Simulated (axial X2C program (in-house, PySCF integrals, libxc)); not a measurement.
# Linear WCO⁺ at several levels

One table from this session's results is given with a row withheld; the runs are named, their logs left out.

The runs use an in-house X2C program for linear molecules on PySCF integrals; all-electron X2C, two-component (2c) or spin-free, W dyall-v3z, C dyall-v3z, O dyall-av3z.

All values are calculated.

2 further runs of the same task are left out: 2 set aside as unsound or not needed.

Set-up of the first run:

The input, task.json:

```json
{
 "zs": [
  74,
  6,
  8
 ],
 "q": 1,
 "bas": [
  "dyall-v3z",
  "dyall-v3z",
  "dyall-av3z"
 ],
 "r0": [
  2.07,
  1.13
 ],
 "symm": 0,
 "scan": [
  "PBE0",
  "HF",
  "B3LYP"
 ],
 "levels": [
  "PBE0",
  "HF",
  "LDA"
 ],
 "nst": 2
}
```

Keys: zs atomic numbers; q charge; bas basis sets; r0 starting distance in Å; symm equal bonds; scan levels of the two-bond scan; levels methods; nst determinants followed.

Started as:

```console
> python solin.py task.json out
```

Masses W 183.951, C 12.000, O 15.995 u.

Among the steps run: Scan at PBE0, 2c; Scan at B3LYP, 2c; Scan at PBE0, spin-free.

One table of the session follows, with a row left open; its other results are not shown here.

| level | r(W–C) (Å) | lower stretch (cm⁻¹) | upper stretch (cm⁻¹) |
| --- | --- | --- | --- |
| PBE0, 2c | 2.024 | 409.4 | 2214.1 |
| B3LYP, 2c | ? | ? | ? |
| PBE0, spin-free | 2.026 | 411.0 | 2215.2 |
| B3LYP, spin-free | 2.038 | 401.6 | 2173.4 |

**Question.** Estimate the row for B3LYP, 2c.

The run gave: r(W–C) (Å): 2.035; lower stretch (cm⁻¹): 399.7; upper stretch (cm⁻¹): 2171.4. In the column «r(W–C) (Å)» it lies between PBE0, spin-free (2.026) and B3LYP, spin-free (2.038).

Scans not shown above were run alike.

In words: Over the levels the W–C bond spans 2.024 to 2.038 Å and the C–O bond 1.124 to 1.127 Å. At PBE0 going from spin-free to two-component moves the bonds by -0.002 and +0.000 Å. Each state is one determinant, the lowest of a limited PBE0 search; the stretches come from a fit to few points and are good to some per cent at best. The molecule was held linear; bending was not examined, so a bent shape may lie lower. Note: several unpaired electrons, one determinant need not be a pure state.
